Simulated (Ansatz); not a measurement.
# H8NPSSi: the cost of one run

All numbers below are computed with Ansatz 0.2.0 (UKS PBE0-D4/STO-3G).

**1. The starting structure**

Bond lengths: Si1–S2 2.523 Å, Si1–H3 1.457 Å, Si1–H4 1.459 Å, Si1–N5 1.720 Å, Si1–P7 2.555 Å, S2–H8 1.324 Å, N5–H9 1.009 Å, N5–H10 1.008 Å, P7–H11 1.381 Å, P7–H12 1.380 Å. Angles (14 of 17 angles, heavy atoms first): S2–Si1–N5 104.7°, S2–Si1–P7 83.3°, N5–Si1–P7 171.8°, Si1–S2–H8 94.6°, S2–Si1–H3 98.0°, S2–Si1–H4 100.1°, H3–Si1–N5 99.4°, H3–Si1–P7 77.5°, H4–Si1–N5 98.7°, H4–Si1–P7 81.3°, Si1–N5–H9 122.4°, Si1–N5–H10 123.2°, Si1–P7–H11 143.8°, Si1–P7–H12 115.8°.

Structure file:

```xyz
12

Si   -0.4018   -0.6020   -0.1763
S     0.6255    0.5828    1.8005
H    -1.6206    0.1908   -0.2773
H     0.7965   -1.1648   -0.7899
N    -1.0628   -2.0491    0.4781
H     0.7728    1.5900    0.3191
P     0.3882    1.4678   -1.4496
H     1.8500    0.1380    1.5657
H    -1.9048   -2.0552    1.0333
H    -0.5085   -2.8673    0.6783
H     1.5045    2.1992   -1.8048
H    -0.4391    2.5699   -1.3769
```

**2. Run 1**

150 steps of 0.5 fs at constant energy, with velocities drawn for 1000 K.

File input.yaml:

```yaml
crystal:
  periodic: [false, false, false]
  atoms:
    - { symbol: Si, position_ang: [-0.4018, -0.602, -0.1763] }
    - { symbol: S, position_ang: [0.6255, 0.5828, 1.8005] }
    - { symbol: H, position_ang: [-1.6206, 0.1908, -0.2773] }
    - { symbol: H, position_ang: [0.7965, -1.1648, -0.7899] }
    - { symbol: "N", position_ang: [-1.0628, -2.0491, 0.4781] }
    - { symbol: H, position_ang: [0.7728, 1.59, 0.3191] }
    - { symbol: P, position_ang: [0.3882, 1.4678, -1.4496] }
    - { symbol: H, position_ang: [1.85, 0.138, 1.5657] }
    - { symbol: H, position_ang: [-1.9048, -2.0552, 1.0333] }
    - { symbol: H, position_ang: [-0.5085, -2.8673, 0.6783] }
    - { symbol: H, position_ang: [1.5045, 2.1992, -1.8048] }
    - { symbol: H, position_ang: [-0.4391, 2.5699, -1.3769] }
magnetization:
  spin_polarized: true
basis:
  gaussian: { orbitals: STO-3G }
hamiltonian:
  xc: pbe0
  dispersion: d4
md:
  timestep: 0.5
  n_steps: 150
  ensemble: nve
  temperature: 1000.0
  initial_velocities: maxwell_boltzmann
  seed: 243568
```

Launch:

```console
$ ansatz run input.yaml --threads 1 --pin off --max-ram 2048MiB --backend cpu --events-out ev --progress --plain --runs-dir out
```

Q: Estimate wall time and peak memory on 1 thread of Arm Neoverse V1, shared host.

About 8.8 min, with a peak of 0.15 GiB.
